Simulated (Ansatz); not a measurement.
**GaH5S (built from SMILES [H][H].[SH][GaH2]): search for a transition state**

Is there a first-order saddle for this four-centre ligand exchange, which should form Ga1–H6, S2–H5 and break Ga1–S2, H5–H6, and which two structures does it connect?

Computed with Ansatz 0.2.0, Gaussian basis. Level: PBE0-D4, def2-SVP first, then def2-TZVP.

153 further runs of the same task are left out: 1 that didn't finish, 152 set aside as unsound or not needed.

## Step 1: Starting geometry

The guess: 7 atoms, charge 0, spin multiplicity 1.

Atoms are counted from 1 here; the program's logs count them from 0.

Bond lengths: Ga1–S2 2.649 Å, Ga1–H3 1.556 Å, Ga1–H4 1.562 Å, S2–H7 1.333 Å. Angles: S2–Ga1–H3 118.2°, S2–Ga1–H4 110.7°, H3–Ga1–H4 125.7°, Ga1–S2–H7 89.2°.

Coordinates:

```xyz
7
charge 0, multiplicity 1
Ga   -0.59280   -0.75430    0.30180
S    -0.09570    1.51190   -0.97710
H    -1.33000   -1.88640   -0.46950
H    -0.65090   -0.51600    1.84460
H     1.10500    0.21730   -0.63580
H     1.34720   -0.65240   -0.25130
H     0.21730    2.07980    0.18730
```

Distances that are to change: Ga1–H6 2.02 Å, S2–H5 1.80 Å, Ga1–S2 2.65 Å, H5–H6 0.98 Å.

## Step 2: Constrained relaxation of the guess

hold/in.yaml reads:

```yaml
crystal:
  periodic: [false, false, false]
  atoms:
    - {symbol: Ga, position_ang: [-0.592800, -0.754300, 0.301800]}
    - {symbol: S, position_ang: [-0.095700, 1.511900, -0.977100]}
    - {symbol: H, position_ang: [-1.330000, -1.886400, -0.469500]}
    - {symbol: H, position_ang: [-0.650900, -0.516000, 1.844600]}
    - {symbol: H, position_ang: [1.105000, 0.217300, -0.635800]}
    - {symbol: H, position_ang: [1.347200, -0.652400, -0.251300]}
    - {symbol: H, position_ang: [0.217300, 2.079800, 0.187300]}
basis:
  gaussian: {orbitals: def2-SVP}
hamiltonian: {xc: pbe0, dispersion: d4}
relax: {f_tol: 0.08, max_steps: 120, escape_saddle: false, constraints: [{distance: [0, 5]}, {distance: [1, 4]}, {distance: [0, 1]}, {distance: [4, 5]}]}
```

Started as:

```console
ansatz run in.yaml --threads 2 --pin off --events-out ev --progress --plain --max-ram 4352MiB
```

The runs that follow: Force constants to start from; Saddle search in the small basis; Saddle search in triple zeta; Vibrations at the point found; Relaxing after a step of 0.30 Å one way along the mode; Relaxing after a step of 0.30 Å the other way along the mode.

**Question.** What will these runs give? Wanted: imaginary mode; barrier from the start side; barrier from the end side; energy of the step; pairs that change; zero-point energy at the saddle.

**Answer**, as computed:

| quantity | value |
| --- | --- |
| imaginary mode | 1094i cm⁻¹ |
| barrier from the start side | 103.5 kJ/mol |
| barrier from the end side | 63.8 kJ/mol |
| energy of the step | +39.7 kJ/mol |
| pairs that change | Ga1–H6 formed, S2–H5 formed, Ga1–S2 loosened, H5–H6 broken |
| zero-point energy at the saddle | 0.977 eV |

**Reading.** The point has a single imaginary mode (1094i cm⁻¹), as a transition state must. The two relaxations end on the structures that were planned. A bond meant to break is only loosened at the end: the products stay bound as an adduct. At PBE0-D4/def2-TZVP the electronic barrier is 103.5 kJ/mol, about 42 kT at 298 K, and the step runs 39.7 kJ/mol uphill. The barrier is thin enough for tunnelling; the leading (Wigner) term alone is a factor of 2.2 at 298 K.
